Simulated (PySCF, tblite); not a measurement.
**H₅O₃SSi₃ radical, a small gas-phase stand-in for a defect centre (silica 3-ring): EPR parameters**

What EPR parameters should one expect for `[S][SiH]1O[SiH2]O[SiH2]O1`? It is drawn as: sulfur hole.

Computed with tblite 0.8.0 and PySCF 2.14.0; each step states its level. No surroundings beyond the atoms listed, unless a continuum is named. Atoms count from 0, parts from 1.

## 1. Starting point

12 atoms, charge 0, multiplicity 2; geometry: distance geometry start.

## 2. Geometry optimisation with GFN2-xTB

What the job is given:

```
{"job": {"kind": "relax", "xc": "GFN2-xTB", "basis": "xTB"}, "charge": 0, "multiplicity": 2}
O      2.955875    -0.284803    -0.527176
Si     2.433487    -0.162625    -2.235006
O      0.675877    -0.288974    -2.340467
Si    -0.469554     0.312630    -1.130117
O      0.291614     0.256716     0.468314
Si     1.820651    -0.505179     0.825233
S      1.526897    -2.596839     1.188082
H      2.849552     1.101414    -2.753290
H      3.030492    -1.207592    -2.976361
H     -1.641928    -0.486546    -1.149773
H     -0.807798     1.665115    -1.455170
H      2.379041     0.123191     2.000463
```

Level: GFN2-xTB geometry optimisation, gas phase.

The run is started by

```
> OMP_NUM_THREADS=1 python cluster_run.py task.json out
```

One launch serves the whole session: the jobs run in the order shown.

**Question.** The jobs that follow are: PBE0-D3(BJ)/def2-SVP geometry optimisation, gas phase; UKS B3LYP, IGLO-III on O S Si, pcH-1 on H, non-relativistic, mean-field spin-orbit, GIAO; UKS BHandHLYP, IGLO-III on O S Si, pcH-1 on H, non-relativistic, mean-field spin-orbit, GIAO. Predict: point group; rotational constants (main isotopes); g(iso) (B3LYP); ⟨S²⟩; largest a(iso) (averaged by class).

**Answer**, as computed:

```
                            quantity                 value
                         point group                    Cs
rotational constants (main isotopes)  2.08, 0.95, 0.72 GHz
                      g(iso) (B3LYP)               2.15487
                                ⟨S²⟩    0.753 (exact 0.75)
  largest a(iso) (averaged by class)   1H on H11, 53.7 MHz
```

What this shows: The start of the PBE0/def2-SVP relaxation was shaken at random by about 0.01 Å, so part of the energy gained, and of the first lengths quoted, undoes that. Over 5 steps the energy fell by 0.462 eV; of the close pairs, O2–Si3 changed most, 1.590 to 1.663 Å (PBE0/def2-SVP). S6 carries the largest spin population, 0.98 e. The isotropic g lies 152.6 ppt above the free-electron value. These values are not to be trusted: the run shows nearly degenerate orbitals, where second-order g theory doesn't apply. A capped cluster stands for the solid here, so long-range fields and strain are missing, and bands or shifts of the capping hydrogens have no counterpart in it.
